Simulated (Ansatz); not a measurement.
# MgBe2SeS2: further runs on a relaxed guess

This session takes a relaxed cell of MgBe2SeS2 and sets out to see whether it has a gap, which orbitals make up the states near it and how charge is shared.

Computed with Ansatz 0.2.0 (DFT PBE, scalar-relativistic, plane waves, PAW, unless a step's input says otherwise).

## Step 1: The starting structure

The structure is hexagonal, space group P-6m2 (No. 187). The conventional cell has a = 4.623 Å, b = 4.623 Å, c = 5.227 Å, α = 90.00°, β = 90.00°, γ = 120.00°. Mg (site symmetry -6m2) is surrounded by 5 Be at 2.61 to 2.67 Å and 3 S at 2.67 Å. Be (site symmetry -6m2) has 5 S at 2.61 to 2.67 Å and 3 Mg at 2.67 Å as nearest neighbours. Be (site symmetry -6m2) is surrounded by 2 Mg at 2.61 Å and 3 Se at 2.67 Å and 3 S at 2.67 Å. Around Se (site symmetry -6m2) lie 5 S at 2.61 to 2.67 Å and 3 Be at 2.67 Å. Around S (site symmetry -6m2) lie 2 Se at 2.61 Å and 3 Mg at 2.67 Å and 3 Be at 2.67 Å. S (site symmetry -6m2) is surrounded by 5 Be at 2.61 to 2.67 Å and 3 Se at 2.67 Å.

As a file:

```
CELL_PARAMETERS angstrom
4.62306 0.00000 0.00000
-2.31153 4.00368 0.00000
0.00000 0.00000 5.22672
ATOMIC_POSITIONS crystal
Mg 0.00000 0.00000 0.50000
Be 0.66667 0.33333 0.50000
Be 0.00000 0.00000 0.00000
Se 0.33333 0.66667 0.00000
S 0.33333 0.66667 0.50000
S 0.66667 0.33333 0.00000
```

It is the end of an earlier relaxation with the same method, from a generated guess; it needn't be the stable form of this composition. At a tolerance of 0.05 Å it has space group P-6m2 (No. 187); it has 16.12 Å³/atom, an uncorrected energy of +0.49 eV/atom over the elements.

## Step 2: Electronic structure at the relaxed geometry

Contents of input.yaml:

```yaml
crystal:
  lattice:
    - [4.6230551364, 0.0, 0.0]
    - [-2.3115275682, 4.0036831913, 0.0]
    - [0.0, 0.0, 5.2267168842]
  atoms:
    - { symbol: Mg, position: [0.0, 0.0, 0.5] }
    - { symbol: Be, position: [0.6666666667, 0.3333333333, 0.5] }
    - { symbol: Be, position: [0.0, 0.0, 0.0] }
    - { symbol: Se, position: [0.3333333333, 0.6666666667, 0.0] }
    - { symbol: S, position: [0.3333333333, 0.6666666667, 0.5] }
    - { symbol: S, position: [0.6666666667, 0.3333333333, 0.0] }
basis:
  ecutwfc: 420
kpoints:
  mp_grid: { grid: [12, 12, 8] }
  band_path:
    path:
      - [[0.0, 0.0, 0.0], [0.5, 0.0, 0.0], [0.33333333, 0.33333333, 0.0], [0.0, 0.0, 0.0], [0.0, 0.0, 0.5], [0.5, 0.0, 0.5], [0.33333333, 0.33333333, 0.5], [0.0, 0.0, 0.5]]
      - [[0.5, 0.0, 0.5], [0.5, 0.0, 0.0]]
      - [[0.33333333, 0.33333333, 0.5], [0.33333333, 0.33333333, 0.0]]
    npoints: 14
hamiltonian:
  xc: pbe
scf:
  occupations: { method: gaussian, width: 0.1 }
  n_extra_bands: 15
output:
  forces: true
  stress: true
  eigenvalues: true
  populations: true
  dos: { projected: true, de: 0.02, nscf_kmesh: { grid: [15, 15, 10] } }
  bader: true
  write_density: true
  write_potential: true
  elf: true
  volumetric_format: npy
```

Launch:

```
$ ansatz run input.yaml --threads 1 --pin off --max-ram 2560MiB --backend cpu --events-out ev --progress --plain --runs-dir out
```

**Question.** What will these runs give? Wanted: gap; states at the Fermi level; Bader charges.

As calculated:

| quantity | value |
| --- | --- |
| gap | none (metal) |
| states at the Fermi level | 2.59 per eV per cell |
| Bader charges | Mg +1.32, Be +0.42 to +0.80, Se -0.29, S -1.31 to -0.95 e |

**Reading.** Bands cross the Fermi level: a metal at this level of theory. Charge transfer between the atoms is strong (Bader charges up to 1.3 e). Spin polarisation is off in the runs that give these values; a magnetic solution could lie lower.
